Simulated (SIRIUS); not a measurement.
Something may be wrong with this SIRIUS 7.12.0 calculation of Ta3AsAu2O13.

The input sirius.json:

```json
{
  "control": {
    "processing_unit": "cpu",
    "verbosity": 2,
    "num_bands_to_print": 107,
    "print_forces": true,
    "print_stress": true
  },
  "parameters": {
    "electronic_structure_method": "pseudopotential",
    "xc_functionals": ["XC_HYB_GGA_XC_HSE06"],
    "gk_cutoff": 9.2,
    "pw_cutoff": 18.4,
    "ngridk": [2, 2, 1],
    "shiftk": [0, 0, 0],
    "smearing": "gaussian",
    "smearing_width": 0.0036749322,
    "num_bands": 107,
    "num_mag_dims": 0,
    "num_dft_iter": 50,
    "energy_tol": 1e-08,
    "density_tol": 1e-06
  },
  "iterative_solver": {
    "type": "davidson",
    "min_tolerance": 1e-10
  },
  "mixer": {
    "type": "anderson",
    "beta": 0.7,
    "max_history": 8
  },
  "settings": {
    "tol_ne": 1e-10,
    "pseudo_grid_cutoff": 6.5
  },
  "unit_cell": {
    "lattice_vectors": [
      [10.302862420505, 0.0, 0.0],
      [-5.151431210252, 8.922549767294, 0.0],
      [0.0, 0.0, 18.101724342313]
    ],
    "atom_coordinate_units": "lattice",
    "atom_types": ["Ta", "As", "Au", "O"],
    "atom_files": {
      "O": "O.upf",
      "As": "As.upf",
      "Au": "Au.upf",
      "Ta": "Ta.upf"
    },
    "atoms": {
      "Ta": [
        [0.0, 0.0, 0.19408],
        [0.0, 0.0, 0.80592],
        [0.66667, 0.33333, 0.0]
      ],
      "As": [
        [0.0, 0.0, 0.5]
      ],
      "Au": [
        [0.33333, 0.66667, 0.27428],
        [0.33333, 0.66667, 0.72572]
      ],
      "O": [
        [0.0, 0.0, 0.0],
        [0.23947, 0.97129, 0.36402],
        [0.02871, 0.26818, 0.36402],
        [0.73182, 0.76053, 0.36402],
        [0.23947, 0.97129, 0.63598],
        [0.02871, 0.26818, 0.63598],
        [0.73182, 0.76053, 0.63598],
        [0.38452, 0.33425, 0.85844],
        [0.66575, 0.05026, 0.85844],
        [0.94974, 0.61548, 0.85844],
        [0.38452, 0.33425, 0.14156],
        [0.66575, 0.05026, 0.14156],
        [0.94974, 0.61548, 0.14156]
      ]
    }
  }
}
```

Potentials or basis: PseudoDojo 0.4.1 PBEsol standard (scalar relativistic).

Launch:

```bash
$ OMP_NUM_THREADS=4 sirius.scf --input=sirius.json --output=out.json --task=0
```

Output:

```text
[info] SIRIUS version : 7.12.0
[info] number of MPI ranks           : 1
[info] MPI grid                      : 1 1
[info] maximum number of OMP threads : 4
[fft] FFT context for density and potential
[fft] =====================================
[fft]   comm size                             : 1
[fft]   plane wave cutoff                     : 18.4
[fft]   grid size                             : 64 64 120   total : 491520
[fft]   grid limits                           : -31 32   -31 32   -59 60
[fft]   number of G-vectors within the cutoff : 87465
[fft]   local number of G-vectors             : 87465
[fft]   number of G-shells                    : 23058
[fft] FFT context for coarse grid
[fft] =====================================
[fft]   comm size                             : 1
[fft]   plane wave cutoff                     : 18.4
[fft]   grid size                             : 64 64 120   total : 491520
[fft]   grid limits                           : -31 32   -31 32   -59 60
[... 420 lines left out ...]
[find] total charge          : 170.000000
[find] Energy
[find] --------------------------------------------------------------------------------
[find] valence_eval_sum               :      34.52497845
[find] <rho|V^{XC}>                   :       0.00000000
[find] <rho|E^{XC}>                   :       0.00006212
[find] <mag|B^{XC}>                   :       0.00000000
[find] <rho|V^{H}>                    :     377.23066888
[find] one-electron contribution      :    -342.70569043 (Ha),    -685.41138086 (Ry)
[find] hartree contribution           :     188.61533444
[find] xc contribution                :       0.00006212
[find] ewald contribution             :    -489.66697954
[find] PAW contribution               :       0.00000000
[find] smearing (-TS)                 :      -0.00322389
[find] SCF correction                 :       0.16462669
[find] Total energy                   :    -643.59264672 (Ha),   -1287.18529345 (Ry)
[find] Free energy (E-TS)             :    -643.59587061 (Ha),   -1287.19174123 (Ry)
[find] band gap (eV)                  :       0.00000000
[find] Efermi                         :       0.87901108
[find] iteration : 11, RMS (target) : 1.2587e-01 (1.0000e-06) , energy difference (target) : 1.8867e-03 (1.0000e-08)
[find] bands are converged : false
[find] iterative solver converged : false
[find] +------------------------------+
[find] | SCF iteration  12 out of  50|
[find] +------------------------------+
[diagonalize] iterative solver tolerance (occupied, empty): 2.44141e-06 2.44141e-06
```

Q: What happened, and what is wrong with the input?

A: The calculation hadn't finished when its time ran out. The input holds a flaw that was put in on purpose: hybrid named in a code without exact exchange.
